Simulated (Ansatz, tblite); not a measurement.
# GeMe(OMe)3 (C4H12GeO3): rung by rung

The task here is to estimate one member of a computed series from the others.

The runs use Ansatz 0.2.0, Gaussian basis; as each input shows.

Plan: GFN1-xTB, GFN2-xTB, PBE-D4/def2-TZVP, r2SCAN-D4/def2-TZVP, LC-ωPBE/def2-TZVP, B97M-V/def2-TZVP, r2SCAN0-D4/def2-TZVP, PBE-D4/def2-SVP, PBE0-D4/def2-SVP, HF/STO-3G, HF/6-31G, B3LYP-D4/6-31G, MP2/def2-TZVP, RPA/def2-TZVP.

2 further runs of the same task are left out: 2 set aside as unsound or not needed.

## The structure

The singlet was relaxed beforehand with PBE-D4/def2-SVP.

20 atoms, charge 0, spin multiplicity 1.

Bond lengths: Ge1–C2 1.936 Å, Ge1–O6 1.798 Å, Ge1–O11 1.803 Å, Ge1–O16 1.785 Å, C2–H3 1.107 Å, C2–H4 1.106 Å, C2–H5 1.107 Å, O6–C7 1.417 Å, C7–H8 1.111 Å, C7–H9 1.115 Å, C7–H10 1.115 Å, O11–C12 1.416 Å, C12–H13 1.117 Å, C12–H14 1.111 Å, C12–H15 1.115 Å, O16–C17 1.420 Å, C17–H18 1.111 Å, C17–H19 1.115 Å and more. Angles: C2–Ge1–O6 107.0°, C2–Ge1–O11 116.8°, C2–Ge1–O16 109.7°, O6–Ge1–O11 107.4°, O6–Ge1–O16 112.8°, O11–Ge1–O16 103.3°, Ge1–C2–H3 109.9°, Ge1–C2–H4 109.7°, Ge1–C2–H5 108.6°, H3–C2–H4 109.9°, H3–C2–H5 109.2°, H4–C2–H5 109.5°, Ge1–O6–C7 119.8°, O6–C7–H8 108.4°, O6–C7–H9 112.8°, O6–C7–H10 112.1°, H8–C7–H9 107.8°, H8–C7–H10 107.7° and more.

PBE0-D4/def2-TZVP was run before; its log isn't repeated, and its numbers join the tables.

Set-up of the first run:

Tight binding, by tblite at 300 K electronic temperature and without a spin-polarisation term:

```python
tblite.interface.Calculator('GFN1-xTB', numbers, positions, charge=0, uhf=0).singlepoint()
```

Tight binding, by tblite at 300 K electronic temperature and without a spin-polarisation term:

```python
tblite.interface.Calculator('GFN2-xTB', numbers, positions, charge=0, uhf=0).singlepoint()
```

start.molden holds the orbitals of an earlier run on this state, given as this run's starting guess.

Input file in.yaml:

```yaml
crystal:
  periodic: [false, false, false]
  atoms:
    - {symbol: Ge, position_ang: [-0.111979, -0.090581, 0.695829]}
    - {symbol: C, position_ang: [0.001756, 0.290144, 2.590832]}
    - {symbol: H, position_ang: [-0.620927, 1.171568, 2.835822]}
    - {symbol: H, position_ang: [1.054613, 0.482931, 2.870069]}
    - {symbol: H, position_ang: [-0.374965, -0.587452, 3.150328]}
    - {symbol: O, position_ang: [1.492807, -0.725164, 0.189759]}
    - {symbol: C, position_ang: [1.666278, -1.240511, -1.118969]}
    - {symbol: H, position_ang: [2.754919, -1.341986, -1.314763]}
    - {symbol: H, position_ang: [1.239703, -0.575060, -1.905721]}
    - {symbol: H, position_ang: [1.205020, -2.248572, -1.237940]}
    - {symbol: O, position_ang: [-0.509164, 1.293538, -0.388739]}
    - {symbol: C, position_ang: [0.403283, 2.369716, -0.506069]}
    - {symbol: H, position_ang: [0.469978, 2.979373, 0.427086]}
    - {symbol: H, position_ang: [0.049713, 3.041059, -1.317102]}
    - {symbol: H, position_ang: [1.435245, 2.035157, -0.763090]}
    - {symbol: O, position_ang: [-1.439476, -1.244688, 0.391720]}
    - {symbol: C, position_ang: [-2.043305, -1.367328, -0.887587]}
    - {symbol: H, position_ang: [-3.052107, -1.812140, -0.752442]}
    - {symbol: H, position_ang: [-1.463104, -2.042751, -1.558913]}
    - {symbol: H, position_ang: [-2.158256, -0.387259, -1.400111]}
basis:
  gaussian: {orbitals: def2-TZVP, initial_orbitals: start.molden}
hamiltonian: {xc: pbe, dispersion: d4}
scf: {omitted_lower_state_checks: [starts]}
output: {forces: true, orbitals: {seedname: orbitals}}
```

Run with:

```
> ansatz run in.yaml --threads 2 --pin off --events-out ev --progress --plain --max-ram 32768MiB --backend cuda --devices 0, --max-vram 18GiB
```

Among the steps run: PBE-D4/def2-TZVP; r2SCAN-D4/def2-TZVP; LC-ωPBE/def2-TZVP; B97M-V/def2-TZVP; r2SCAN0-D4/def2-TZVP; PBE-D4/def2-SVP; PBE0-D4/def2-SVP; HF/STO-3G; HF/6-31G; B3LYP-D4/6-31G; MP2/def2-TZVP; RPA/def2-TZVP.

One of the session's tables, all rows but one given; the rest of the session is left out.

It belongs to the step «Binding energy». 

| level | binding an atom (eV) |
| --- | --- |
| HF/STO-3G | 3.434 |
| HF/6-31G | 2.647 |
| HF/def2-TZVP | 2.839 |
| PBE-D4/def2-SVP | 4.052 |
| PBE-D4/def2-TZVP | 4.021 |
| r2SCAN-D4/def2-TZVP | 3.955 |
| B97M-V/def2-TZVP | ? |
| B3LYP-D4/6-31G | 3.836 |
| PBE0-D4/def2-SVP | 3.970 |
| PBE0-D4/def2-TZVP | 3.941 |
| r2SCAN0-D4/def2-TZVP | 3.886 |
| LC-ωPBE/def2-TZVP | 3.929 |
| MP2/def2-TZVP | 3.882 |

**Question.** Estimate the row for B97M-V/def2-TZVP.

As computed: binding an atom (eV): 3.942. In the column «binding an atom (eV)» it lies between PBE0-D4/def2-TZVP (3.941) and r2SCAN-D4/def2-TZVP (3.955).

Caveats from the session: Free atoms were run apart at each level; binding is atoms less cluster, divided by the number of atoms, without zero-point or spin-orbit terms.
